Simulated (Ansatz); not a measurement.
**CsSnI3: further runs on the relaxed cell**

An exercise on one series of results from a longer session: the logs are not shown, and one member is left open.

The COD cell was measured well above room temperature, so it is larger than a cold one.

Program: Ansatz 0.2.0. Level of theory: DFT PBE and PBEsol (the runs whose input is shown use PBEsol), scalar-relativistic, plane waves, PAW. These are calculated values, not measurements.

1 further run of the same task is left out (set aside as unsound or not needed).

## The starting structure

Symmetry: Pm-3m, No. 221, cubic system. Conventional cell: a = 6.283 Å, b = 6.283 Å, c = 6.283 Å, α = 90.00°, β = 90.00°, γ = 90.00°. Cs (site symmetry m-3m) is surrounded by 12 I at 4.44 Å. Sn (site symmetry m-3m) is surrounded by 6 I at 3.14 Å. Around I (site symmetry 4/mmm) lie 2 Sn at 3.14 Å and 4 Cs at 4.44 Å.

Structure file:

```
CELL_PARAMETERS angstrom
6.28317 0.00000 0.00000
0.00000 6.28317 0.00000
0.00000 0.00000 6.28317
ATOMIC_POSITIONS crystal
Cs 0.00000 0.00000 0.00000
Sn 0.50000 0.50000 0.50000
I 0.00000 0.50000 0.50000
I 0.50000 0.00000 0.50000
I 0.50000 0.50000 0.00000
```

This cell was relaxed beforehand with the same method: volume 49.61 Å³/atom, gap on the mesh 0.48 eV.

The first run:

The input, input.yaml:

```yaml
crystal:
  lattice:
    - [6.2831694884, 0.0, 0.0]
    - [0.0, 6.2831694884, 0.0]
    - [0.0, 0.0, 6.2831694884]
  atoms:
    - { symbol: Cs, position: [0.0, 0.0, 0.0] }
    - { symbol: Sn, position: [0.5, 0.5, 0.5] }
    - { symbol: I, position: [0.0, 0.5, 0.5] }
    - { symbol: I, position: [0.5, 0.0, 0.5] }
    - { symbol: I, position: [0.5, 0.5, 0.0] }
basis:
  ecutwfc: 420
kpoints:
  mp_grid: { grid: [6, 6, 6] }
hamiltonian:
  xc: pbesol
scf:
  occupations: { method: gaussian, width: 0.02 }
output:
  forces: true
  stress: true
  eigenvalues: true
relax:
  adjacent_minimum: "off"
  f_tol: 0.005
  max_steps: 50
  cell: { stress_tol: 0.05 }
```

The run is started by

```console
$ ansatz run input.yaml --threads 2 --pin off --max-ram 5120MiB --backend cpu --events-out ev --progress --plain --runs-dir out
```

Among the steps run: Relaxing with PBEsol; The cell under PBE+D3(BJ); Relaxing with LDA; Relaxing with r2SCAN.

One table of the session follows, with a row left open; its other results are not shown here.

It belongs to the step «Relaxed cells side by side». 

| functional | a (Å) | b (Å) | c (Å) | volume (Å³/atom) | gap on the mesh (eV) |
| --- | --- | --- | --- | --- | --- |
| PBE | 6.283 | 6.283 | 6.283 | 49.61 | 0.48 |
| PBEsol | 6.137 | 6.137 | 6.137 | 46.22 | 0.11 |
| PBE+D3(BJ) | ? | ? | ? | ? | ? |
| LDA | 6.035 | 6.035 | 6.035 | 43.96 | 0.00 |
| r2SCAN | 6.223 | 6.223 | 6.223 | 48.20 | 0.46 |

Q: Estimate the row for PBE+D3(BJ) from the others.

**Answer.** a (Å): 6.177; b (Å): 6.177; c (Å): 6.177; volume (Å³/atom): 47.14; gap on the mesh (eV): 0.25. In the column «a (Å)» it lies between PBEsol (6.137) and r2SCAN (6.223).
